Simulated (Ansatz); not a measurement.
What does this script print? It uses Ansatz's Python interface.

`c3h10fpsi.py`:
```python
import warnings

import ansatz as az

config = {
    "basis_set": "def2-SVP",
    "functional": "pbe0",
}

warnings.simplefilter("ignore", az.DeckWarning)

molecule = (
    az.Crystal.molecule()
    .atom("F", (-3.4779, -0.0826, 0.3157))
    .atom("C", (-2.2364, 0.1626, -0.2417))
    .atom("C", (-1.2401, -0.8906, 0.2454))
    .atom("C", (0.1386, -0.7452, -0.4104))
    .atom("Si", (1.1026, 0.7252, 0.2506))
    .atom("P", (3.1346, 0.7073, -0.6099))
    .atom("H", (-1.9088, 1.1788, 0.0597))
    .atom("H", (-2.3276, 0.1231, -1.348))
    .atom("H", (-1.1461, -0.8365, 1.352))
    .atom("H", (-1.6432, -1.8951, -0.0081))
    .atom("H", (0.0385, -0.6546, -1.5129))
    .atom("H", (0.735, -1.6567, -0.1945))
    .atom("H", (0.4341, 1.9798, -0.1232))
    .atom("H", (1.1946, 0.6319, 1.7151))
    .atom("H", (3.6435, 1.6893, 0.3317))
    .atom("H", (3.5586, -0.4367, 0.1785))
)

setup = (
    molecule.calculation()
    .basis(gaussian=config["basis_set"])
    .functional(config["functional"])
)
print(setup.to_yaml())
res = setup.run()
rep = res.report

for key in ("converged", "free_energy_ev", "reference_energy_ev", "n_frozen", "n_occupied", "n_virtual"):
    print(f"{key:22s} {rep[key]}")

field = rep["mean_field"]
print("<S^2> =", round(abs(field["state"]["spin_squared"]), 4), " relativity:", field["relativity"])
print("passes:", field["passes"])
if "symmetry" in field:
    print("occupied orbitals by irrep:", field["symmetry"]["occupied"])
```

```console
$ python c3h10fpsi.py
crystal:
  periodic: [false, false, false]
  atoms:
    - { symbol: F, position_ang: [-3.4779, -0.0826, 0.3157] }
    - { symbol: C, position_ang: [-2.2364, 0.1626, -0.2417] }
    - { symbol: C, position_ang: [-1.2401, -0.8906, 0.2454] }
    - { symbol: C, position_ang: [0.1386, -0.7452, -0.4104] }
    - { symbol: Si, position_ang: [1.1026, 0.7252, 0.2506] }
    - { symbol: P, position_ang: [3.1346, 0.7073, -0.6099] }
    - { symbol: H, position_ang: [-1.9088, 1.1788, 0.0597] }
    - { symbol: H, position_ang: [-2.3276, 0.1231, -1.348] }
    - { symbol: H, position_ang: [-1.1461, -0.8365, 1.352] }
    - { symbol: H, position_ang: [-1.6432, -1.8951, -0.0081] }
    - { symbol: H, position_ang: [0.0385, -0.6546, -1.5129] }
    - { symbol: H, position_ang: [0.735, -1.6567, -0.1945] }
    - { symbol: H, position_ang: [0.4341, 1.9798, -0.1232] }
    - { symbol: H, position_ang: [1.1946, 0.6319, 1.7151] }
    - { symbol: H, position_ang: [3.6435, 1.6893, 0.3317] }
    - { symbol: H, position_ang: [3.5586, -0.4367, 0.1785] }
basis:
  gaussian:
    orbitals: def2-SVP
hamiltonian:
  xc: pbe0

converged              True
free_energy_ev         -23134.146081504692
reference_energy_ev    -23134.146081504692
n_frozen               0
n_occupied             [33, 33]
n_virtual              [109, 109]
<S^2> = 0.0  relativity: none
passes: {'evaluations': 15, 'products': 11}
occupied orbitals by irrep: [{'A': 33}, {'A': 33}]
```

Total energies depend on the basis set; only differences at equal settings carry meaning. The geometry is a force-field or estimated start, not a minimum of this method, and the basis set is short of its limit. It ran for 5.8 s on 1 thread of Arm Neoverse V2, on a shared host, peak memory 0.38 GiB.

(Lines on the test bed's own set-up are left out of the output.)
